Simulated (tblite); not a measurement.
# C6H12F2OSi: the cost of one run

The runs use tblite 0.8.0 and PySCF 2.14.0, with density-fitted response routines of our own; the level of theory stands in each step. All values are computed, except where a source is named. Atoms are numbered from 0 throughout.

**1. Starting geometry**

22 atoms, charge 0, multiplicity 1; geometry from: force field or distance geometry start.

Bonds of the start (Å): C0–C1 1.49, C1–C2 1.53, C2–Si3 1.86, Si3–C4 1.86, C4–O5 1.39, O5–C6 1.41, C6–F7 1.36, C6–F8 1.40, C4–C9 1.52, C9–C1 1.49, C0–H10 1.11, C0–H11 1.12, C0–H12 1.08, C1–H13 1.13, C2–H14 1.10, C2–H15 1.11, Si3–H16 1.45, Si3–H17 1.47, C4–H18 1.10, C6–H19 1.10, C9–H20 1.10, C9–H21 1.11.

**2. Geometry optimisation with GFN2-xTB**

The job: settings as JSON, then the geometry in Å.

```
{"job": {"kind": "relax", "xc": "GFN2-xTB", "basis": "xTB"}, "charge": 0, "multiplicity": 1}
C     -2.618700     0.314300    -0.890600
C     -1.339700    -0.150000    -0.284900
C     -1.438400    -0.372200     1.223800
Si     0.332500    -0.857300     1.504700
C      1.044600     0.187600     0.143300
O      1.772100    -0.561900    -0.773800
C      3.091600    -0.062900    -0.771400
F      3.361600     0.385600    -2.031700
F      3.983100    -1.072600    -0.387800
C     -0.208800     0.809300    -0.440900
H     -2.776500     1.373800    -0.592800
H     -3.461900    -0.267800    -0.435900
H     -2.589400     0.145300    -1.960900
H     -1.017300    -1.121400    -0.759100
H     -2.160700    -1.152200     1.493900
H     -1.632200     0.602300     1.712000
H      0.532000    -2.273100     1.242500
H      0.815800    -0.451800     2.827500
H      1.622100     0.978800     0.647500
H      3.172500     0.767900    -0.049500
H     -0.429300     1.741400     0.101300
H     -0.065200     1.056300    -1.518000
```

Launch:

```console
> OMP_NUM_THREADS=1 python probes_run.py task.json out
```

One launch serves the whole session: the jobs run in the order shown.

Q: Estimate the wall time and peak memory of this first job on 1 thread of Intel Xeon at 2.50GHz, shared host.

About 3.5 s, with a peak of 0.18 GiB.
